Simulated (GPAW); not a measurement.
Runs of GPAW 26.7.0 on DyAgB4F16. The typed cell holds 22 atoms: a = 5.407 Å, b = 6.876 Å, c = 9.519 Å, α = 80.98°, β = 87.30°, γ = 90.07°. The cell was built by a generator and needn't be a form met in nature.

```csv
task,level,potentials or basis,U,band path,band points,gap on the mesh (eV),pressure (GPa),moment (μB),largest force (eV/Å)
band structure,PBE+U,"GPAW PAW data sets (gpaw-data 1.2.1), pw",Dy f U = 4 eV,"XGY,LGZ,NGM,RG",100,1.61,-0.6,5.00,0.30
single point,PBE,"GPAW PAW data sets (gpaw-data 1.2.1), pw",-,-,-,0.09,-0.6,4.98,0.34
band structure,LDA,"the program's PAW data sets (release 1.2.1) made for this functional, pw",-,"XGY,LGZ,NGM,RG",80,(a),(b),4.98,0.71
band structure,PBE,"GPAW PAW data sets (gpaw-data 1.2.1), pw",-,"XGY,LGZ,NGM,RG",80,0.09,-0.6,4.98,0.34
```

Alike in all rows: spin collinear, ferromagnetic start; cell as given; k mesh 4 × 3 × 2; cutoff (eV) 800; smearing fermi-dirac 0.05 eV.

Estimate the missing entries.

(a) 0.22; (b) -5.9.

Caveats: one-centre terms of the f shell are cut off; the magnetic or orbital state may not be the lowest; spin-orbit coupling is left out, which moves the levels of the heavy elements; without U or exact exchange the open f shell lies at the Fermi level, which spoils levels, moments and volumes (some runs); an odd mesh through Γ misses points on the zone boundary, where band edges often lie (some runs).

A k mesh can miss the band edges, and the runs leave out spin-orbit coupling on Ag, Dy.
